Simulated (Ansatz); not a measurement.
# ClF₂H₃Si₂: basis-set convergence

How large a basis does ClF₂H₃Si₂ need? Two functionals are run in growing sets.

Program: Ansatz 0.2.0, Gaussian basis. Level of theory: one geometry, several basis sets. These are calculated values, not measurements.

Plan: PBE0-D4/def2-SVP; ωB97M-V/def2-SVP; PBE0-D4/def2-QZVPP; ωB97M-V/def2-QZVPP; the functionals' def2-TZVPP values are taken from earlier runs.

## (1) The geometry

The geometry comes from an earlier relaxation with PBE0-D4 in a triple-zeta def2 set; it is a stationary point, not always the lowest conformer.

SMILES `F[Si](F)([SiH3])Cl`, 8 atoms, charge 0, spin multiplicity 1.

Atoms are counted from 1 here; the program's logs count them from 0.

Bond lengths: F1–Si2 1.585 Å, Si2–F3 1.585 Å, Si2–Si4 2.330 Å, Si2–Cl5 2.034 Å, Si4–H6 1.484 Å, Si4–H7 1.484 Å, Si4–H8 1.484 Å. Angles: F1–Si2–F3 106.4°, F1–Si2–Si4 111.5°, F1–Si2–Cl5 107.7°, F3–Si2–Si4 111.5°, F3–Si2–Cl5 107.7°, Si4–Si2–Cl5 111.9°, Si2–Si4–H6 108.3°, Si2–Si4–H7 109.5°, Si2–Si4–H8 108.3°, H6–Si4–H7 110.3°, H6–Si4–H8 110.2°, H7–Si4–H8 110.3°.

As a file:

```
F     1.6444   -0.5984    1.4326
Si    1.0885   -0.2520   -0.0108
F     1.4320   -1.4952   -0.9322
Si   -1.2032    0.1672    0.0360
Cl    2.1386    1.3433   -0.7102
H    -1.4448    1.3330    0.9218
H    -1.9151   -1.0283    0.5531
H    -1.6484    0.4734   -1.3461
```

## (2) PBE0-D4 in def2-SVP

Contents of in.yaml:

```yaml
crystal:
  periodic: [false, false, false]
  atoms:
    - {symbol: F, position_ang: [1.644445, -0.598374, 1.432560]}
    - {symbol: Si, position_ang: [1.088520, -0.252015, -0.010833]}
    - {symbol: F, position_ang: [1.432039, -1.495196, -0.932189]}
    - {symbol: Si, position_ang: [-1.203194, 0.167240, 0.036001]}
    - {symbol: Cl, position_ang: [2.138633, 1.343271, -0.710164]}
    - {symbol: H, position_ang: [-1.444837, 1.333042, 0.921835]}
    - {symbol: H, position_ang: [-1.915056, -1.028319, 0.553100]}
    - {symbol: H, position_ang: [-1.648450, 0.473352, -1.346109]}
basis:
  gaussian: {orbitals: def2-SVP}
hamiltonian: {xc: pbe0, dispersion: d4}
output: {orbitals: {seedname: orbitals}}
```

Run with:

```bash
ansatz run in.yaml --threads 4 --pin off --events-out ev --progress --plain --max-ram 10444MiB
```

Further steps of the session: ωB97M-V in def2-SVP; PBE0-D4 in def2-QZVPP; ωB97M-V in def2-QZVPP.

Before running them: what should the planned runs give, taken together? Wanted: PBE0-D4: double and triple zeta above quadruple; ωB97M-V: double and triple zeta above quadruple.

**Answer**, as computed:

| quantity | value |
| --- | --- |
| PBE0-D4: double and triple zeta above quadruple | 18.37, 1.22 eV |
| ωB97M-V: double and triple zeta above quadruple | 18.38, 1.14 eV |

In words: PBE0-D4 gains 17.15 eV from double to triple zeta, then 1.22 eV more. Total energies overstate the basis error of differences, where much of it tends to cancel. The LUMO of ωB97M-V is positive and keeps falling with the basis (1.78 to 1.27 eV): an unbound level that the basis holds in place.
